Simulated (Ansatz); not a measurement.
# Two self-consistent states of Ti2SiHgS4

An SCF can end in more than one state. Here Ti2SiHgS4, a structure type of another compound, with these elements put in, is run from each state found earlier: which lies lowest, and what else changes?

Computed, not measured: Ansatz 0.2.0, DFT, r2SCAN, plane waves, PAW.

## 1. The system as given

The structure is tetragonal, space group I-42m (No. 121). The conventional cell has a = 5.441 Å, b = 5.441 Å, c = 10.453 Å, α = 90.00°, β = 90.00°, γ = 90.00°. Around S (site symmetry m) lie 1 Si at 2.26 Å and 2 Ti at 2.29 Å and 1 Hg at 2.48 Å. Around Si (site symmetry -42m) lie 4 S at 2.26 Å. Hg (site symmetry -42m) is surrounded by 4 S at 2.48 Å. Ti (site symmetry -4) is surrounded by 4 S at 2.29 Å.

Its coordinates follow in the input file.

The states: A, Ti7 up, Ti8 down (collinear spin); B, Ti7 up, Ti8 up (collinear spin). Each run reads its own saved solution as saved_state.

## 2. Run from state A

input.yaml

```yaml
crystal:
  lattice:
    - [0.0, 5.4406541, 0.0]
    - [5.4406541, 0.0, 0.0]
    - [2.72032755, 2.72032755, -5.22634147]
  atoms:
    - { symbol: S, position: [0.4, 0.4, 0.7358] }
    - { symbol: S, position: [0.6, 0.1358, 0.2642] }
    - { symbol: S, position: [0.8642, 0.8642, 0.7358] }
    - { symbol: S, position: [0.1358, 0.6, 0.2642] }
    - { symbol: Si, position: [0.5, 0.5, 0.0] }
    - { symbol: Hg, position: [0.0, 0.0, 0.0] }
    - { symbol: Ti, position: [0.75, 0.25, 0.5], spin: 1.0 }
    - { symbol: Ti, position: [0.25, 0.75, 0.5], spin: -1.0 }
kpoints:
  mp_grid: { grid: [5, 5, 5], shift: [0, 0, 0] }
magnetization:
  spin_polarized: true
scf:
  occupations: { method: tetrahedron }
  lower_state_search: "off"
  max_iter: 200
hamiltonian:
  pseudopotentials: { kind: paw }
  xc: r2scan
basis:
  ecutwfc: 500
  fft_grid_basis: typed
output:
  forces: true
  stress: true
  eigenvalues: true
  bader: true
  populations: true
  elf: true
  write_potential: true
  volumetric_format: npy
  dos:
    e_range: [-12, 8]
    de: 0.05
    projected: { site_lists: { Hg: [Hg], S: [S], Si: [Si], Ti: [Ti] } }
checkpoint:
  read: saved_state
```

Log, cut to the lines that bear on the results:

```text
Warning: output.forces, output.stress, relax.cell or npt_langevin: where a Kohn–Sham band that disperses or a degenerate level is filled in part under the method tetrahedron, the forces or the stress that this run publishes need not agree with its energy (scf.occupations.method in the [...]
Warning: crystal.lattice misses the space group found at crystal.symmetry.tolerance 1.0e-5 in a digit that the deck types, which is why this is a warning: making the lattice exact moves one of its numbers by a whole unit of that number's last typed decimal, or more. The operation that it [...]
Warning: RAYON_NUM_THREADS=1 ignored (pool sized by the plan → 1); use --threads N
band count auto-derived: 46 (N_el = 72.0; filled up to band 36; 45 by the electrons, moments and atoms)
[...]
Pseudopotentials: kind: paw
Pseudopotential: S, paw, valence charge 6, recommended cutoff 500 eV (meta_gga), S.paw.azcp
Pseudopotential: Si, paw, valence charge 4, recommended cutoff 500 eV (meta_gga), Si.paw.azcp
Pseudopotential: Hg, paw, valence charge 20, recommended cutoff 500 eV (meta_gga), Hg.paw.azcp
Pseudopotential: Ti, paw, valence charge 12, recommended cutoff 500 eV (meta_gga), Ti.paw.azcp
Functional definition: r2SCAN
[...]
Crystal: 8 atoms, lattice volume = 154.703 Å³
Basis set: ecut = 500 eV, 3935 PW (Γ), exchange–correlation on 160×160×192 points (64 copies of the dense FFT grid, shifted against one another)
Bands: 46, of which v1, the nominal top of the filled ones, is band 36 counted from 1 (35 counted from 0)
Symmetry: 4 space group operations
Space group: I-4 (ITA 82), of the structure as read, at distance tolerance 5.4e-5 Å
Magnetic group: BNS 121.331 (UNI 991), of the structure as read, at distance tolerance 5.4e-5 Å
[...]
Absolute magnetization: 2.1575 μB (∫|ρ↑−ρ↓|, with the PAW one-centre terms)
Spin contamination: 1.0550 ħ² per cell (⟨S²⟩ above its minimum at these occupations)
[...]
Free energy (F): -23101.897775 eV
[...]
E sigma→0 (E₀):  -23101.897775 eV
Entropy (-TS):   -0.000462 eV (-0.058 meV/atom)
Fermi energy:    10.654816 eV
[...]
--- Forces (eV/Å), atoms counted from 1 ---
  atom   1  S      0.69248541     0.69247951    -0.42343888
  atom   2  S      0.69247947    -0.69248541     0.42343895
  atom   3  S     -0.69248537    -0.69247947    -0.42343901
  atom   4  S     -0.69247951     0.69248537     0.42343895
  atom   5  Si     0.00000000    -0.00000000    -0.00000000
  atom   6  Hg     0.00000000    -0.00000000    -0.00000000
  atom   7  Ti    -0.00000000    -0.00000000    -0.00000000
  atom   8  Ti     0.00000000    -0.00000000    -0.00000000
[...]
--- Stress (GPa, compression-positive) ---
       10.668893       0.000000      -0.000000
       -0.000000      10.668893      -0.000000
       -0.000000      -0.000000      12.125746
  P = ⅓ Tr σ = 11.1545 GPa (111.545 kbar)
--- Band table (eV; the first three rows and the last of 42) ---
[...]
--- Löwdin populations: 8 sites ---
  site symbol       q [e]    m [muB]
     0      S      6.3511    -0.0000
     1      S      6.3511    -0.0000
     2      S      6.3511    -0.0000
     3      S      6.3511    -0.0000
     4     Si      3.7137     0.0000
     5     Hg     18.9945     0.0000
     6     Ti     11.4931     1.0119
     7     Ti     11.4931    -1.0118
  spilling = 0.012518 (of n_electrons = 72.000000)
--- Bader charges: 8 sites ---
  site symbol  charge [e]  shift [e]    m [muB]
     0      S     -1.2521     0.0082     0.0000
     1      S     -1.2520     0.0082     0.0000
     2      S     -1.2521     0.0082     0.0000
     3      S     -1.2520     0.0082     0.0000
     4     Si      1.7746     0.0261     0.0000
     5     Hg      0.3730     0.0058     0.0000
     6     Ti      1.4303     0.0004     0.8337
     7     Ti      1.4303     0.0004    -0.8337
  estimated error of the sums over rays = 6.3e-4 e
```

Wall time 4.5 min (1 thread of an x86-64 CPU, shared host); peak memory 0.92 GiB.

## 3. What state A looks like

States per cell by energy window, from dos.tsv and pdos.tsv (tetrahedra; eV from the Fermi level):

| from | to | total | up | down | Hg d | S p | Si p | Ti d |
| --- | --- | --- | --- | --- | --- | --- | --- | --- |
| -8.0 | -7.0 | 2.61 | 1.30 | 1.30 | 0.16 | 1.50 | 0.21 | 0.15 |
| -7.0 | -6.0 | 4.71 | 2.35 | 2.35 | 0.28 | 3.06 | 0.70 | 0.31 |
| -6.0 | -5.0 | 6.56 | 3.28 | 3.28 | 0.19 | 5.08 | 0.17 | 0.65 |
| -5.0 | -4.0 | 7.21 | 3.61 | 3.61 | 0.64 | 5.31 | 0.07 | 0.90 |
| -4.0 | -3.0 | 0.52 | 0.26 | 0.26 | 0.06 | 0.41 | 0.00 | 0.03 |
| -3.0 | -2.0 | 0.00 | 0.00 | 0.00 | 0.00 | 0.00 | 0.00 | 0.00 |
| -2.0 | -1.0 | 1.07 | 0.54 | 0.54 | 0.00 | 0.12 | 0.04 | 0.60 |
| -1.0 | 0.0 | 4.71 | 2.35 | 2.35 | 0.02 | 0.41 | 0.37 | 2.92 |
| 0.0 | 1.0 | 5.92 | 2.96 | 2.96 | 0.02 | 0.58 | 0.38 | 3.61 |
| 1.0 | 2.0 | 6.55 | 3.27 | 3.27 | 0.02 | 0.78 | 0.40 | 3.85 |

The bands computed are complete only to about 2.9 eV above the Fermi level.

Gathered by element (positive charge: electrons given up): Löwdin charges also hold the electrons that the projection spills.

| element | atoms | Bader charge (e) | Bader volume (Å³) | Löwdin charge (e) | Bader moment, size (μB) |
| --- | --- | --- | --- | --- | --- |
| S | 4 | -1.25 | 24.5 | -0.35 | 0.00 |
| Si | 1 | +1.77 | 10.8 | +0.29 | 0.00 |
| Hg | 1 | +0.37 | 22.7 | +1.01 | 0.00 |
| Ti | 2 | +1.43 | 11.6 | +0.51 | 0.83 |

The Löwdin projection spills 1.3 % of the electrons and depends on the orbitals chosen; where it disagrees with Bader's partition, neither is an observable.

The main site moments: Ti7 up, Ti8 down.

## 4. Run from state B

input.yaml, as its differences from that of step 2:

```diff
@@ -13,5 +13,19 @@
     - { symbol: Ti, position: [0.75, 0.25, 0.5], spin: 1.0 }
-    - { symbol: Ti, position: [0.25, 0.75, 0.5], spin: -1.0 }
+    - { symbol: Ti, position: [0.25, 0.75, 0.5], spin: 1.0 }
 kpoints:
   mp_grid: { grid: [5, 5, 5], shift: [0, 0, 0] }
+  band_path:
+    path:
+      - [0.0, 0.0, 0.0]
+      - [0.5, 0.5, 0.5]
+      - [0.5, 0.5, 0.25]
+      - [0.0, 0.5, 0.0]
+      - [0.0, 0.0, 0.0]
+      - [0.0, 0.0, -0.5]
+      - [0.0, 0.36453825, -0.31773087]
+      - [0.0, 0.63546175, 0.31773087]
+      - [0.0, 0.0, 0.0]
+      - [0.5, 0.5, 0.5]
+      - [0.36453825, 0.63546175, 0.5]
+    npoints: 6
 magnetization:
```

Log, cut to the lines that bear on the results:

```text
Warning: output.forces, output.stress, relax.cell or npt_langevin: where a Kohn–Sham band that disperses or a degenerate level is filled in part under the method tetrahedron, the forces or the stress that this run publishes need not agree with its energy (scf.occupations.method in the [...]
Warning: crystal.lattice misses the space group found at crystal.symmetry.tolerance 1.0e-5 in a digit that the deck types, which is why this is a warning: making the lattice exact moves one of its numbers by a whole unit of that number's last typed decimal, or more. The operation that it [...]
Warning: RAYON_NUM_THREADS=1 ignored (pool sized by the plan → 1); use --threads N
band count auto-derived: 46 (N_el = 72.0; filled up to band 36; 45 by the electrons, moments and atoms)
[...]
[... 5 set-up lines as earlier in the session ...]
[...]
  atom   6  Hg     0.00000000     0.00000000     0.00000000
  atom   7  Ti    -0.00000000    -0.00000000     0.00000000
  atom   8  Ti     0.00000000    -0.00000000    -0.00000000
[...]
--- Stress (GPa, compression-positive) ---
       11.759008      -0.000000       0.000000
       -0.000000      11.759008       0.000000
        0.000000       0.000000      11.688716
  P = ⅓ Tr σ = 11.7356 GPa (117.356 kbar)
--- Band table (eV; the first three rows and the last of 36) ---
[...]
--- Löwdin populations: 8 sites ---
  site symbol       q [e]    m [muB]
     0      S      6.3595    -0.0466
     1      S      6.3595    -0.0466
     2      S      6.3595    -0.0466
     3      S      6.3595    -0.0466
     4     Si      3.6888     0.1269
     5     Hg     18.9662     0.0647
     6     Ti     11.5047     1.4041
     7     Ti     11.5047     1.4041
  spilling = 0.012467 (of n_electrons = 72.000000)
--- Bader charges: 8 sites ---
  site symbol  charge [e]  shift [e]    m [muB]
     0      S     -1.2438     0.0083     0.1316
     1      S     -1.2438     0.0083     0.1316
     2      S     -1.2438     0.0083     0.1316
     3      S     -1.2438     0.0083     0.1316
     4     Si      1.7807     0.0267     0.0791
     5     Hg      0.3850     0.0058     0.0879
     6     Ti      1.4047     0.0004     1.1547
     7     Ti      1.4047     0.0004     1.1547
  estimated error of the sums over rays = 6.0e-4 e
```

It took 4.3 min on 1 thread of an x86-64 CPU, shared host; peak memory 1.1 GiB.

## 5. State B: levels and charges

Counts of states in windows (eV from the Fermi level; tetrahedra), total and projected:

| from | to | total | up | down | Hg d | S p | Si p | Ti d |
| --- | --- | --- | --- | --- | --- | --- | --- | --- |
| -8.0 | -7.0 | 2.81 | 1.55 | 1.26 | 0.16 | 1.64 | 0.27 | 0.16 |
| -7.0 | -6.0 | 4.78 | 2.50 | 2.28 | 0.28 | 3.16 | 0.68 | 0.32 |
| -6.0 | -5.0 | 6.71 | 3.42 | 3.29 | 0.19 | 5.26 | 0.15 | 0.69 |
| -5.0 | -4.0 | 6.94 | 3.20 | 3.74 | 0.64 | 5.13 | 0.07 | 0.81 |
| -4.0 | -3.0 | 0.18 | 0.00 | 0.18 | 0.02 | 0.15 | 0.00 | 0.01 |
| -3.0 | -2.0 | 0.02 | 0.02 | 0.00 | 0.00 | 0.00 | 0.00 | 0.01 |
| -2.0 | -1.0 | 1.06 | 0.99 | 0.07 | 0.00 | 0.12 | 0.04 | 0.60 |
| -1.0 | 0.0 | 4.78 | 3.41 | 1.37 | 0.02 | 0.41 | 0.32 | 3.05 |
| 0.0 | 1.0 | 5.53 | 2.73 | 2.79 | 0.03 | 0.60 | 0.48 | 3.03 |
| 1.0 | 2.0 | 7.37 | 3.45 | 3.93 | 0.01 | 0.86 | 0.43 | 4.38 |

The bands computed are complete only to about 2.6 eV above the Fermi level.

Gathered by element (positive charge: electrons given up): Löwdin charges also hold the electrons that the projection spills.

| element | atoms | Bader charge (e) | Bader volume (Å³) | Löwdin charge (e) | Bader moment, size (μB) |
| --- | --- | --- | --- | --- | --- |
| S | 4 | -1.24 | 24.5 | -0.36 | 0.13 |
| Si | 1 | +1.78 | 10.8 | +0.31 | 0.08 |
| Hg | 1 | +0.39 | 22.7 | +1.03 | 0.09 |
| Ti | 2 | +1.40 | 11.6 | +0.50 | 1.15 |

The Löwdin projection spills 1.2 % of the electrons and depends on the orbitals chosen; where it disagrees with Bader's partition, neither is an observable.

The main site moments: Ti7 up, Ti8 up.

## 6. Results

| state | free energy (meV/atom) | largest site moment (μB) | size of the net moment (μB/cell) | gap (eV) | pressure (GPa) | largest force (eV/Å) | SCF cycles |
| --- | --- | --- | --- | --- | --- | --- | --- |
| A | 3.7 | 0.67 | 0.00 | metal | 11.2 | 1.07 | 20 |
| B | 0.0 | 0.94 | 3.00 | metal | 11.7 | 1.00 | 16 |

**Reading.** State B wins by 3.7 meV per atom over A. At the same volume their pressures differ by 0.6 GPa. Every run converged, so convergence alone does not show that a state is the lowest.

Limits of this run: empty levels are not fully converged; forces and stress under tetrahedra may miss the slope of the energy.
